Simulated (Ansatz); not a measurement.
# CSeO (carbonyl selenide) at CCSD/def2-TZVP

What is the electronic atomisation energy of CSeO (carbonyl selenide) at CCSD/def2-TZVP? 

The calculation is run with Ansatz 0.2.0.

46 further runs of the same task are left out: 46 set aside as unsound or not needed.

## 1. The molecule

CSeO: 3 atoms, total charge 0, spin state singlet. As SMILES, `O=C=[Se]`. The shape is that of a PBE0-D4/def2-TZVP optimisation.

Bond lengths: O1–C2 1.149 Å, C2–Se3 1.707 Å. Angles: O1–C2–Se3 180.0°.

## 2. The energy at CCSD/def2-TZVP

Contents of job.yaml:

```yaml
crystal:
  periodic: [false, false, false]
  atoms:
    - {symbol: O, position_ang: [-0.819960, 0.994920, -0.346520]}
    - {symbol: C, position_ang: [-0.114120, 0.138480, -0.048230]}
    - {symbol: Se, position_ang: [0.934090, -1.133390, 0.394750]}
basis:
  gaussian:
    orbitals: def2-TZVP
correlation:
  method: ccsd
  frozen_orbitals: {C: 1, O: 1, Se: 9}
accuracy: high
scf:
  omitted_lower_state_checks: [cluster_reference, increment]
```

The run is started by

```bash
$ ansatz run job.yaml --threads 1 --pin off --max-ram 3480MiB --events-out events.jsonl --progress --plain --runs-dir runs
```

Log (excerpt; [...] marks lines left out):

```text
Warning: RAYON_NUM_THREADS=1 ignored (pool sized by the plan → 1); use --threads N
Functional definition: HF
  name "HF"
[...]
1538 factors; integrals over basis functions are off by at most 4.9e-9 eV
[...]
mean field -68372.20634566 eV, -2512.6322388572 hartree, gradient 1.6e-8 eV, S^2 0.000000; 0 other end points of the search recorded, 0 dependent functions left out
11 core orbitals not correlated: weight in the atoms' cores, before any rotation towards them, 1.000 or more for the frozen orbitals, at most 0.000 for the correlated occupied ones
reference -68372.20634566 eV, -2512.6322388572 hartree; 13, 13 occupied and 86, 86 virtual orbitals, 1538 factors
second order -17.44392236 eV of doubles, -0.00000000 eV of singles
cycle   1  -16.55377194 eV  change    8.9e-1 eV  update   1.3e-1
[...]
cycle  21  -17.24036907 eV  change   7.6e-10 eV  update   2.1e-9
Total energy: -68389.44671473 eV, -2513.2658107344 hartree
Checks for a lower state left out: cluster_reference, increment
```

Wall time 13 s (1 thread of Arm Neoverse V1, shared host); peak memory 0.57 GiB.

## 3. The C atom

Contents of input.yaml:

```yaml
basis:
  gaussian:
    orbitals: def2-TZVP
crystal:
  periodic: [false, false, false]
  atoms:
    - {symbol: C, position_ang: [0.000000, 0.000000, 0.000000]}
magnetization:
  spin_polarized: true
  initial_magnetization: 2
correlation:
  method: ccsd
  frozen_orbitals: {C: 1}
accuracy: high
scf:
  omitted_lower_state_checks: [cluster_reference, increment]
```

Run the same way, it converges to -37.77900 Eh (log not shown).

## 4. The O atom at the same level

Contents of input.yaml:

```yaml
crystal:
  periodic: [false, false, false]
  atoms:
    - {symbol: O, position_ang: [0.000000, 0.000000, 0.000000]}
basis:
  gaussian:
    orbitals: def2-TZVP
magnetization:
  spin_polarized: true
  initial_magnetization: 2
correlation:
  method: ccsd
  frozen_orbitals: {O: 1}
accuracy: high
scf:
  omitted_lower_state_checks: [cluster_reference, increment]
```

The run is started by

```bash
$ ansatz run input.yaml --threads 1 --pin off --max-ram 3480MiB --events-out events.jsonl --progress --plain --runs-dir runs
```

Log (excerpt; [...] marks lines left out):

```text
Warning: RAYON_NUM_THREADS=1 ignored (pool sized by the plan → 1); use --threads N
Functional definition: HF
  name "HF"
[...]
306 factors; integrals over basis functions are off by at most 3.5e-9 eV
[...]
mean field -2035.83687160 eV, -74.8156250913 hartree, gradient 1.4e-8 eV, S^2 2.008227; 3 other end points of the search recorded, 0 dependent functions left out
1 core orbitals not correlated: weight in the atoms' cores, before any rotation towards them, 1.000 or more for the frozen orbitals, at most 0.000 for the correlated occupied ones
reference -2035.83687160 eV, -74.8156250913 hartree; 4, 2 occupied and 26, 28 virtual orbitals, 306 factors
second order -3.85499304 eV of doubles, -0.00000000 eV of singles
cycle   1  -4.20763005 eV  change   -3.5e-1 eV  update   2.7e-2
[...]
cycle  17  -4.30686836 eV  change   1.9e-10 eV  update  3.9e-10
Total energy: -2040.14373996 eV, -74.9738995843 hartree
Checks for a lower state left out: cluster_reference, increment
```

Wall time 0.38 s (1 thread of Arm Neoverse V1, shared host).

## 5. The Se atom

Contents of molecule.yaml:

```yaml
crystal:
  periodic: [false, false, false]
  atoms:
    - {symbol: Se, position_ang: [0.000000, 0.000000, 0.000000]}
basis:
  gaussian:
    orbitals: def2-TZVP
magnetization:
  spin_polarized: true
  initial_magnetization: 2
correlation:
  method: ccsd
  frozen_orbitals: {Se: 9}
accuracy: high
scf:
  omitted_lower_state_checks: [cluster_reference, increment]
```

The run is started by

```bash
$ ansatz run molecule.yaml --threads 1 --pin off --max-ram 3480MiB --events-out events.jsonl --progress --plain --runs-dir runs
```

Log (excerpt; [...] marks lines left out):

```text
Warning: RAYON_NUM_THREADS=1 ignored (pool sized by the plan → 1); use --threads N
Functional definition: HF
  name "HF"
[...]
462 factors; integrals over basis functions are off by at most 4.5e-9 eV
[...]
mean field -65302.62461996 eV, -2399.8271910747 hartree, gradient 5.8e-8 eV, S^2 2.010209; 4 other end points of the search recorded, 0 dependent functions left out
9 core orbitals not correlated: weight in the atoms' cores, before any rotation towards them, 1.000 or more for the frozen orbitals, at most 0.000 for the correlated occupied ones
reference -65302.62461996 eV, -2399.8271910747 hartree; 9, 7 occupied and 30, 32 virtual orbitals, 462 factors
second order -5.80743805 eV of doubles, -0.00000000 eV of singles
cycle   1  -5.93188870 eV  change   -1.2e-1 eV  update   4.7e-2
[...]
cycle  17  -6.11111320 eV  change  -6.6e-10 eV  update  3.5e-10
Total energy: -65308.73573315 eV, -2400.0517703424 hartree
Checks for a lower state left out: cluster_reference, increment
```

Run time: 1.6 s. Hardware: 1 thread of Arm Neoverse V1, shared host; peak memory 0.12 GiB.

## 6. What came out

At CCSD/def2-TZVP, 11 core orbitals frozen:

| quantity | value |
| --- | --- |
| molecule: total energy | -2513.26581 Eh |
| molecule: correlation energy (11 core orbitals frozen) | -633.6 mEh |
| molecule: T1 diagnostic | 0.016 |
| C atom: total energy | -37.77900 Eh |
| C atom: correlation energy (1 core orbital frozen) | -86.5 mEh |
| C atom: ⟨S²⟩ of the reference determinant | 2.010 |
| C atom: T1 diagnostic | 0.009 |
| O atom: total energy | -74.97390 Eh |
| O atom: correlation energy (1 core orbital frozen) | -158.3 mEh |
| O atom: ⟨S²⟩ of the reference determinant | 2.008 |
| O atom: T1 diagnostic | 0.006 |
| Se atom: total energy | -2400.05177 Eh |
| Se atom: correlation energy (9 core orbitals frozen) | -224.6 mEh |
| Se atom: ⟨S²⟩ of the reference determinant | 2.010 |
| Se atom: T1 diagnostic | 0.007 |
| electronic atomisation energy | 12.548 eV |

What this shows: Taking the molecule apart into free atoms costs 12.55 eV (1211 kJ/mol), before zero-point energy and without spin-orbit coupling.
